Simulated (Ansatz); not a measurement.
# Ba2Tl5V3O12 (P-42m) in Ansatz: band structure with BLYP

Aim: the band structure of Ba2Tl5V3O12 with BLYP.

All numbers are computed with Ansatz 0.2.0; they aren't measurements. Logs are shortened: lines on timing, memory, paths and dates and some standing lists are left out, and cuts for length are marked.

**1. The crystal as given**

The structure is tetragonal, space group P-42m (No. 111). Conventional cell: a = 9.937 Å, b = 9.937 Å, c = 6.656 Å, α = 90.00°, β = 90.00°, γ = 90.00°. Ba (site symmetry 222) has 4 O at 2.61 Å as nearest neighbours. Around V (site symmetry -42m) lie 4 O at 1.73 Å. V (site symmetry 222) is surrounded by 4 O at 1.73 Å. Tl (site symmetry -42m) is surrounded by 8 O at 4.22 Å. Tl (site symmetry m) has 3 O at 2.32 to 2.59 Å as nearest neighbours. O (site symmetry m) is surrounded by 1 V at 1.73 Å. O (site symmetry 1) is surrounded by 1 V at 1.73 Å.

The cell was built by a generator and needn't be a form met in nature.

**2. Band structure, BLYP, collinear spin, ferromagnetic start**

input.yaml reads:

```yaml
crystal:
  lattice:
    - [9.93665, 0.0, 0.0]
    - [0.0, 9.93665, 0.0]
    - [0.0, 0.0, 6.65552]
  atoms:
    - { symbol: Ba, position: [0.0, 0.5, 0.0] }
    - { symbol: Ba, position: [0.5, 0.0, 0.0] }
    - { symbol: V, position: [0.5, 0.5, 0.0], spin: 2.0 }
    - { symbol: V, position: [0.5, 0.0, 0.5], spin: 2.0 }
    - { symbol: V, position: [0.0, 0.5, 0.5], spin: 2.0 }
    - { symbol: Tl, position: [0.0, 0.0, 0.5] }
    - { symbol: Tl, position: [0.67321, 0.32679, 0.46014] }
    - { symbol: Tl, position: [0.32679, 0.67321, 0.46014] }
    - { symbol: Tl, position: [0.67321, 0.67321, 0.53986] }
    - { symbol: Tl, position: [0.32679, 0.32679, 0.53986] }
    - { symbol: O, position: [0.39848, 0.60152, 0.14652] }
    - { symbol: O, position: [0.60152, 0.39848, 0.14652] }
    - { symbol: O, position: [0.60152, 0.60152, 0.85348] }
    - { symbol: O, position: [0.39848, 0.39848, 0.85348] }
    - { symbol: O, position: [0.59959, 0.09072, 0.33579] }
    - { symbol: O, position: [0.40041, 0.09072, 0.66421] }
    - { symbol: O, position: [0.59959, 0.90928, 0.66421] }
    - { symbol: O, position: [0.40041, 0.90928, 0.33579] }
    - { symbol: O, position: [0.09072, 0.59959, 0.33579] }
    - { symbol: O, position: [0.09072, 0.40041, 0.66421] }
    - { symbol: O, position: [0.90928, 0.59959, 0.66421] }
    - { symbol: O, position: [0.90928, 0.40041, 0.33579] }
hamiltonian:
  xc: blyp
  pseudopotentials: { kind: paw }
magnetization:
  spin_polarized: true
kpoints:
  mp_grid: { grid: [3, 3, 4] }
  band_path:
    path:
      - [[0.0, 0.0, 0.0], [0.0, 0.5, 0.0], [0.5, 0.5, 0.0], [0.0, 0.0, 0.0], [0.0, 0.0, 0.5], [0.0, 0.5, 0.5], [0.5, 0.5, 0.5], [0.0, 0.0, 0.5]]
      - [[0.0, 0.5, 0.0], [0.0, 0.5, 0.5]]
      - [[0.5, 0.5, 0.0], [0.5, 0.5, 0.5]]
    npoints: 10
scf:
  occupations: { method: fermi_dirac, width: 0.05 }
  n_extra_bands: 55
output:
  forces: true
  stress: true
  eigenvalues: true
  fatbands: false
  write_density: true
  write_potential: true
  elf: true
  volumetric_format: npy
```

Potentials or basis: Ansatz PAW.

On the command line:

```
$ ansatz run input.yaml --threads 8 --pin off --max-ram 20480MiB --backend cpu --events-out ev --progress --plain --runs-dir out
```

Standard output:

```text
Warning: RAYON_NUM_THREADS=8 ignored (pool sized by the plan → 8); use --threads N
scf.n_extra_bands = 55 over 98 filled bands (N_el = 196.0): the run solves 153 bands
Engine: ansatz 0.2.0, x86_64-unknown-linux-gnu
Pseudopotentials: kind: paw
Pseudopotential: Ba, paw, valence charge 10, recommended cutoff 420 eV (normal), Ba.paw.azcp
Pseudopotential: V, paw, valence charge 13, recommended cutoff 420 eV (normal), V.paw.azcp
Pseudopotential: Tl, paw, valence charge 13, recommended cutoff 420 eV (normal), Tl.paw.azcp
Pseudopotential: O, paw, valence charge 6, recommended cutoff 420 eV (normal), O.paw.azcp
Functional definition: BLYP
  parameter beta = 0.0042
  parameter a = 0.04918
  parameter b = 0.132
  parameter c = 0.2533
  parameter d = 0.349
  exchange = b88_x(beta = beta)
  correlation = lyp_c(a = a, b = b, c = c, d = d)
Crystal: 22 atoms, lattice volume = 657.146 Å³
Basis set: ecut = 420 eV, 12787 PW (Γ), exchange–correlation on 144×144×90 points (8 copies of the dense FFT grid, shifted against one another)
Bands: 153, of which v1, the nominal top of the filled ones, is band 98 counted from 1 (97 counted from 0)
Symmetry: 8 space group operations
Space group: P-42m (ITA 111), of the structure as read, at distance tolerance 8.7e-5 Å
Magnetic group: BNS 111.251 (UNI 911), of the structure as read, at distance tolerance 8.7e-5 Å
k-points: 9 of 36 (time reversal used)
Non-local potential: Ba, projectors of the file, l = 0: 3, l = 1: 2, l = 2: 2, l = 3: 2
[... 51 lines left out ...]
  E_kinetic    = 5097.539287
  E_local      = -26405.892818  (includes V_loc(G=0)·N_el)
  E_nonlocal   = 2128.106800
  E_hartree    = 11162.500076
  E_xc         = -2733.997390
  E_vxc        = -2561.051195  (∫ρ·V_xc dr)
  E_paw        = -66744.956770  (= ΣΔE_a)
  E_vpaw       = -2426.588227  (= ΣTr[D̂ρ^β])
  E_aug_tail   = 0.030667  (compensation charges beyond the density's cutoff)
  E_ewald      = -7403.541528
  E_core_change = -0.481725  (= ΣΔE_core)
  E_smearing   = -0.005054  (= −TS)
  E_closure    = 0.000000  (closes the sum)
  Σ components = -84900.698456   (vs F -84900.698456, Δ=0.00e0)
--- Forces (eV/Å), atoms counted from 1 ---
  atom   1  Ba    -0.00000000     0.00000000     0.00000000
  atom   2  Ba     0.00000000     0.00000000     0.00000000
  atom   3  V     -0.00000000     0.00000000     0.00000000
  atom   4  V     -0.00000000     0.00000000     0.00000000
  atom   5  V      0.00000000     0.00000000     0.00000000
  atom   6  Tl    -0.00000000     0.00000000     0.00000000
[... 14 lines left out ...]
  atom  21  O     -0.12418779     0.18944032     0.11310566
  atom  22  O     -0.12418779    -0.18944032    -0.11310566
  max |Σ_I F_I| component: 5.55e-17 eV/Å
--- Stress (GPa, compression-positive) ---
        1.399761       0.000000       0.000000
        0.000000       1.399761      -0.000000
        0.000000      -0.000000       1.965696
  P = ⅓ Tr σ = 1.5884 GPa (15.884 kbar)
--- Band table (eV; the first three rows and the last of 18) ---
  k-point 0 ↑: bands = ["-61.2525", "-61.2525", "-60.2853", "-35.3205", "-35.3205", "-35.2533", "-35.2533", "-35.2502", "-35.2502", "-34.2869", "-34.2869", "-34.2765", "-23.5887", "-23.5887", "-14.0688", "-14.0535", "-13.8216", "-13.8123", "-13.7152", "-13.7152", "-13.6654", "-13.6654", "-12.9876", "-12.6021", "-12.5903", "-12.5903", "-10.2509", "-10.2298", "-10.2298", "-10.1731", "-10.1656", "-8.8234", "-8.8234", "-8.7184", "-8.7184", "-8.4233", "-8.4224", "-6.7415", "-6.6677", "-6.6313", "-6.6313", "-6.5598", "-6.5598", "-6.5368", "-6.5090", "-6.4998", "-6.4998", "-6.4819", "-6.4758", "-6.4441", "-6.4112", "-6.4112", "-6.3909", "-6.3756", "-6.3699", "-6.3699", "-6.3469", "-4.0535", "-2.5446", "-1.9903", "-1.9903", "-1.3188", "-1.1384", "-0.8070", "-0.6433", "-0.6433", "-0.4395", "-0.2767", "-0.2528", "-0.2520", "-0.2520", "-0.0209", "0.0092", "0.1062", "0.2849", "0.2849", "0.4469", "0.4779", "0.4779", "0.7102", "0.7972", "0.8215", "0.8215", "0.9102", "1.5024", "1.5024", "1.5276", "1.5290", "1.5378", "1.6128", "1.6128", "1.8509", "2.0041", "2.0041", "2.5740", "2.8389", "2.8985", "2.8985", "3.7546", "4.0015", "4.0015", "5.2839", "5.4351", "5.5335", "5.9253", "5.9915", "6.1017", "6.2831", "6.4677", "6.6962", "6.9853", "6.9853", "7.0811", "7.2487", "7.3465", "7.4130", "7.4130", "7.4653", "7.4653", "7.7266", "7.9548", "8.1551", "8.1551", "8.2372", "8.3962", "8.4362", "8.4521", "8.4521", "8.5196", "8.7651", "9.0588", "9.0588", "9.3615", "9.3615", "9.3835", "9.5676", "9.7844", "9.7844", "10.1274", "10.1274", "10.2609", "10.6209", "10.6692", "10.6692", "10.7858", "11.0579", "11.0579", "11.2383", "11.4109", "11.6359", "11.6359", "11.7172", "11.7442"]
  k-point 1 ↑: bands = ["-61.2525", "-61.2525", "-60.2853", "-35.3205", "-35.3205", "-35.2533", "-35.2533", "-35.2502", "-35.2502", "-34.2869", "-34.2869", "-34.2765", "-23.5870", "-23.5870", "-14.2162", "-14.2026", "-13.7191", "-13.7191", "-13.6708", "-13.6623", "-13.6623", "-13.6595", "-12.9844", "-12.6044", "-12.5901", "-12.5901", "-10.2508", "-10.2299", "-10.2299", "-10.1731", "-10.1656", "-8.8224", "-8.8224", "-8.7164", "-8.7164", "-8.4284", "-8.4251", "-6.7323", "-6.6664", "-6.6316", "-6.6316", "-6.5600", "-6.5600", "-6.5364", "-6.4993", "-6.4993", "-6.4984", "-6.4828", "-6.4766", "-6.4427", "-6.4112", "-6.4112", "-6.3909", "-6.3849", "-6.3699", "-6.3699", "-6.3582", "-4.0474", "-2.5224", "-1.9771", "-1.9771", "-1.4006", "-0.9806", "-0.7104", "-0.6822", "-0.6822", "-0.4529", "-0.3438", "-0.2886", "-0.2886", "-0.2854", "-0.0277", "0.0878", "0.1388", "0.3231", "0.3231", "0.4700", "0.5557", "0.5860", "0.5860", "0.7351", "0.8000", "0.8000", "0.9334", "1.3818", "1.3818", "1.4077", "1.4687", "1.4687", "1.5239", "1.5291", "1.8687", "2.2736", "2.2736", "2.5274", "2.7862", "2.8598", "2.8598", "3.5391", "4.0262", "4.0262", "5.3625", "5.5779", "5.6035", "5.9390", "6.0862", "6.2971", "6.5076", "6.6498", "6.6564", "6.8726", "6.8726", "7.0206", "7.1929", "7.3415", "7.3415", "7.3757", "7.4244", "7.4244", "7.5191", "7.7274", "8.0852", "8.0852", "8.1318", "8.3195", "8.3679", "8.3679", "8.4229", "8.6411", "9.0188", "9.0188", "9.0315", "9.2408", "9.2408", "9.3851", "9.8416", "9.8416", "9.8885", "10.2846", "10.2846", "10.2981", "10.5767", "10.8223", "10.9547", "10.9547", "11.0736", "11.3997", "11.4478", "11.4827", "11.4827", "11.6694", "11.6694", "11.7691"]
  k-point 2 ↑: bands = ["-61.2525", "-61.2525", "-60.2853", "-35.3206", "-35.3206", "-35.2533", "-35.2533", "-35.2502", "-35.2502", "-34.2869", "-34.2869", "-34.2765", "-23.5854", "-23.5853", "-14.3072", "-14.2940", "-13.7227", "-13.7227", "-13.6597", "-13.6597", "-13.5764", "-13.5645", "-12.9811", "-12.6068", "-12.5899", "-12.5899", "-10.2506", "-10.2299", "-10.2299", "-10.1731", "-10.1657", "-8.8215", "-8.8215", "-8.7144", "-8.7144", "-8.4334", "-8.4279", "-6.7225", "-6.6651", "-6.6319", "-6.6319", "-6.5602", "-6.5602", "-6.5360", "-6.4988", "-6.4988", "-6.4860", "-6.4840", "-6.4774", "-6.4405", "-6.4113", "-6.4113", "-6.3962", "-6.3896", "-6.3718", "-6.3700", "-6.3700", "-4.0414", "-2.4993", "-1.9637", "-1.9637", "-1.4657", "-0.7154", "-0.7154", "-0.6897", "-0.6310", "-0.5855", "-0.3915", "-0.3194", "-0.3194", "-0.3036", "-0.0331", "0.1458", "0.2141", "0.3017", "0.3175", "0.3175", "0.5165", "0.6805", "0.6805", "0.6967", "0.9098", "0.9098", "0.9366", "1.2511", "1.2511", "1.2672", "1.3148", "1.3148", "1.5305", "1.5578", "1.8581", "2.4863", "2.5161", "2.5161", "2.7338", "2.7836", "2.7836", "3.3697", "4.0519", "4.0519", "5.4359", "5.6747", "5.7277", "5.9588", "6.2524", "6.5221", "6.5810", "6.6734", "6.7532", "6.7532", "6.8979", "6.9273", "6.9345", "7.2698", "7.2698", "7.2983", "7.4169", "7.4169", "7.4720", "7.5893", "7.9986", "7.9986", "8.1043", "8.2367", "8.2817", "8.3500", "8.3500", "8.8516", "8.9009", "8.9009", "9.1808", "9.1808", "9.2376", "9.7442", "9.7442", "9.7867", "10.1761", "10.3669", "10.3886", "10.6143", "10.6143", "10.8519", "11.1493", "11.1996", "11.2606", "11.3750", "11.3750", "11.6054", "11.6553", "11.6553", "11.7137", "11.7137"]
  k-point 8 ↓: bands = ["-61.2525", "-61.2525", "-60.2853", "-35.3206", "-35.3206", "-35.2533", "-35.2533", "-35.2502", "-35.2502", "-34.2869", "-34.2869", "-34.2765", "-23.5854", "-23.5854", "-14.3021", "-14.2988", "-13.7281", "-13.7166", "-13.6651", "-13.6561", "-13.5716", "-13.5686", "-12.9811", "-12.6062", "-12.5902", "-12.5902", "-10.2506", "-10.2299", "-10.2299", "-10.1731", "-10.1656", "-8.8226", "-8.8206", "-8.7144", "-8.7143", "-8.4302", "-8.4288", "-6.7325", "-6.6646", "-6.6317", "-6.6316", "-6.5615", "-6.5614", "-6.5356", "-6.5000", "-6.4999", "-6.4939", "-6.4850", "-6.4775", "-6.4396", "-6.4116", "-6.4116", "-6.3928", "-6.3872", "-6.3708", "-6.3635", "-6.3634", "-4.0421", "-2.5642", "-1.9126", "-1.9036", "-1.4062", "-0.8434", "-0.7100", "-0.6998", "-0.6698", "-0.5202", "-0.4703", "-0.3386", "-0.3319", "-0.1577", "-0.0915", "0.1481", "0.1666", "0.3995", "0.4555", "0.4623", "0.4960", "0.6145", "0.6191", "0.7257", "0.7618", "0.9148", "0.9180", "1.0988", "1.1528", "1.2745", "1.3260", "1.4507", "1.5061", "1.5206", "1.9944", "2.4225", "2.4386", "2.6331", "2.7217", "2.7430", "2.7530", "3.3781", "4.0081", "4.0308", "5.7357", "5.7625", "5.9104", "6.0281", "6.2386", "6.3139", "6.3497", "6.7246", "6.8073", "6.8605", "6.8861", "6.9506", "6.9575", "7.0812", "7.1407", "7.2669", "7.3697", "7.5472", "7.6569", "7.6825", "7.8272", "8.0609", "8.0701", "8.1613", "8.3447", "8.4871", "8.4974", "8.7080", "8.8189", "8.9335", "9.1151", "9.3417", "9.3582", "9.5736", "9.5842", "9.7991", "9.9477", "10.1006", "10.4353", "10.6747", "10.6902", "10.8551", "10.8992", "11.1461", "11.2591", "11.3498", "11.4772", "11.5842", "11.6522", "11.7060", "11.7616", "11.7835"]
```

Run time: 3.1 min. Hardware: 8 threads of Intel Xeon at 2.80GHz (Skylake/Cascade Lake), shared host; peak memory 11 GiB.

Results:

```yaml
Free_energy: -84900.6985 eV
Pressure: 1.6 GPa
Largest_force: 0.253 eV/Å
Band_gap_on_the_k_mesh: 0.46 eV, indirect (least direct gap 0.59 eV)
Band_gap_along_the_path: 0.45 eV, indirect (least direct gap 0.59 eV)
Net_moment: 0.00 μB per cell
Absolute_moment: 0.00 μB per cell
```

Forces on the atoms (eV/Å):
```
Ba   0.000  0.000  0.000
Ba   0.000  0.000  0.000
V    0.000  0.000  0.000
V    0.000  0.000  0.000
V    0.000  0.000  0.000
Tl   0.000  0.000  0.000
Tl   0.064 -0.064  0.163
Tl  -0.064  0.064  0.163
Tl   0.064  0.064 -0.163
Tl  -0.064 -0.064 -0.163
O   -0.120  0.120  0.032
O    0.120 -0.120  0.032
O    0.120  0.120 -0.032
O   -0.120 -0.120 -0.032
O    0.189  0.124 -0.113
O   -0.189  0.124  0.113
O    0.189 -0.124  0.113
O   -0.189 -0.124 -0.113
O    0.124  0.189 -0.113
O    0.124 -0.189  0.113
O   -0.124  0.189  0.113
O   -0.124 -0.189 -0.113
```

Levels at the corners of the path, in eV from the valence-band top:
Spin up:
| point | band 95 | band 96 | band 97 | band 98 | band 99 | band 100 | band 101 | band 102 |
| --- | --- | --- | --- | --- | --- | --- | --- | --- |
| Γ | -0.34 | -0.08 | -0.02 | -0.02 | 0.84 | 1.08 | 1.08 | 2.37 |
| X | -0.29 | -0.08 | -0.06 | 0.00 | 0.84 | 0.90 | 1.12 | 2.59 |
| M | -0.20 | -0.09 | -0.09 | -0.09 | 0.84 | 1.05 | 1.05 | 2.70 |
| Γ | -0.34 | -0.08 | -0.02 | -0.02 | 0.84 | 1.08 | 1.08 | 2.37 |
| Z | -0.40 | -0.18 | -0.13 | -0.13 | 0.45 | 1.13 | 1.13 | 2.52 |
| R | -0.35 | -0.18 | -0.17 | -0.13 | 0.46 | 0.98 | 1.19 | 2.74 |
| A | -0.23 | -0.20 | -0.20 | -0.16 | 0.47 | 1.11 | 1.11 | 2.87 |
| Z | -0.40 | -0.18 | -0.13 | -0.13 | 0.45 | 1.13 | 1.13 | 2.52 |
| X | -0.29 | -0.08 | -0.06 | 0.00 | 0.84 | 0.90 | 1.12 | 2.59 |
| R | -0.35 | -0.18 | -0.17 | -0.13 | 0.46 | 0.98 | 1.19 | 2.74 |
| M | -0.20 | -0.09 | -0.09 | -0.09 | 0.84 | 1.05 | 1.05 | 2.70 |
| A | -0.23 | -0.20 | -0.20 | -0.16 | 0.47 | 1.11 | 1.11 | 2.87 |
Spin down:
| point | band 96 | band 97 | band 98 | band 99 | band 100 | band 101 |
| --- | --- | --- | --- | --- | --- | --- |
| Γ | -0.08 | -0.02 | -0.02 | 0.84 | 1.08 | 1.08 |
| X | -0.08 | -0.06 | 0.00 | 0.84 | 0.90 | 1.12 |
| M | -0.09 | -0.09 | -0.09 | 0.84 | 1.05 | 1.05 |
| Γ | -0.08 | -0.02 | -0.02 | 0.84 | 1.08 | 1.08 |
| Z | -0.18 | -0.13 | -0.13 | 0.45 | 1.13 | 1.13 |
| R | -0.18 | -0.17 | -0.13 | 0.46 | 0.98 | 1.19 |
| A | -0.20 | -0.20 | -0.16 | 0.47 | 1.11 | 1.11 |
| Z | -0.18 | -0.13 | -0.13 | 0.45 | 1.13 | 1.13 |
| X | -0.08 | -0.06 | 0.00 | 0.84 | 0.90 | 1.12 |
| R | -0.18 | -0.17 | -0.13 | 0.46 | 0.98 | 1.19 |
| M | -0.09 | -0.09 | -0.09 | 0.84 | 1.05 | 1.05 |
| A | -0.20 | -0.20 | -0.16 | 0.47 | 1.11 | 1.11 |

Caveat: spin-orbit coupling is left out, which as a rule narrows the gap of such compounds by several tenths of an eV; the PAW data sets come from PBE, with cores solved anew for the run's functional, which leaves a small shift of forces and pressure; the starting moments weren't kept.
